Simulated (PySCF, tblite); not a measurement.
**C₅H₉N₃SSi: geometry, infrared bands and NMR shifts**

Aim: predict the infrared bands and NMR shifts of C₅H₉N₃SSi (`C=Cc1[nH]nc(S[SiH3])c1N`).

Programs: tblite 0.8.0 and PySCF 2.14.0, with density-fitted response routines of our own. Each step states its level of theory. These are calculated values for one molecule in the gas phase, unless marked as measured. Atoms are numbered from 0 throughout.

### 1 The molecule as given

19 atoms, charge 0, multiplicity 1; geometry from: force field or distance geometry start.

Bonds of the start (Å): C0–C1 1.33, C1–C2 1.43, C2–N3 1.38, N3–N4 1.35, N4–C5 1.33, C5–S6 1.75, S6–Si7 2.14, C5–C8 1.41, C8–N9 1.34, C8–C2 1.37, C0–H10 1.08, C0–H11 1.10, C1–H12 1.09, N3–H13 1.00, Si7–H14 1.49, Si7–H15 1.48, Si7–H16 1.49, N9–H17 1.01, N9–H18 1.02.

### 2 Relaxing the molecule with GFN2-xTB

What the job is given:

```
{"job": {"kind": "relax", "xc": "GFN2-xTB", "basis": "xTB"}, "charge": 0, "multiplicity": 1}
C     -3.499100     0.551600    -0.079300
C     -2.584400    -0.376100    -0.325800
C     -1.174400    -0.143500    -0.296800
N     -0.665700     1.133100    -0.431200
N      0.679700     1.183700    -0.395600
C      1.038500    -0.093200    -0.282000
S      2.709600    -0.604600    -0.249700
Si     3.735800     0.951400     0.808900
C     -0.072700    -0.961500    -0.223700
N     -0.092900    -2.301300    -0.112700
H     -3.287900     1.585800     0.158600
H     -4.563700     0.279400    -0.095400
H     -2.912600    -1.398400    -0.500500
H     -1.168800     1.993300    -0.541200
H      3.095100     1.190700     2.132200
H      5.124600     0.501900     1.059000
H      3.789900     2.201500     0.008700
H     -0.938100    -2.856800    -0.069500
H      0.777300    -2.827800    -0.077200
```

On the command line:

```bash
$ OMP_NUM_THREADS=1 python probes_run.py task.json out
```

This one command runs all jobs of the session in turn.

**Question.** This job is followed by: GFN2-xTB harmonic vibrations, gas phase; GIAO PBE0/pcSseg-1 NMR shielding, non-relativistic, gas phase. Predict these results of the whole session: strongest single infrared mode (GFN2-xTB); zero-point energy (GFN2-xTB); 13C shifts against TMS (PBE0/pcSseg-1); 1H shifts against TMS (PBE0/pcSseg-1, means over atoms taken as alike); 15N shifts against NH3 (PBE0/pcSseg-1); 33S shifts against CS2 (PBE0/pcSseg-1); 29Si shifts against TMS (PBE0/pcSseg-1).

As calculated:

| quantity | value |
| --- | --- |
| strongest single infrared mode (GFN2-xTB) | 2354 cm⁻¹, 318 km/mol |
| zero-point energy (GFN2-xTB) | 83.7 kcal/mol |
| 13C shifts against TMS (PBE0/pcSseg-1) | 139.7, 133.3, 129.4, 128.3, 109.7 ppm |
| 1H shifts against TMS (PBE0/pcSseg-1, means over atoms taken as alike) | 8.96, 6.59, 5.34, 5.26, 4.77, 3.08 ppm |
| 15N shifts against NH3 (PBE0/pcSseg-1) | 319.7, 197.2, 49.6 ppm |
| 33S shifts against CS2 (PBE0/pcSseg-1) | -163 ppm |
| 29Si shifts against TMS (PBE0/pcSseg-1) | -64.4 ppm |

**Reading.** The optimisation took 110 steps and gained 0.383 eV; among the close pairs (by a distance rule), Si7–H14 changed most, from 1.490 to 1.452 Å. All 51 modes are real, so the xTB geometry is a minimum. The strongest single mode, at 2354 cm⁻¹, moves mainly H14 and H16. GFN2-xTB is a fitted tight-binding method: band positions and strengths are rough. Its intensities can rank the bands wrongly. At PBE0/pcSseg-1: Shielding is most anisotropic at S6 (span 490 ppm, paramagnetic term -392 ppm). NICS(1)zz of -23 ppm above the planar ring from C2 marks a diatropic (aromatic) ring current.
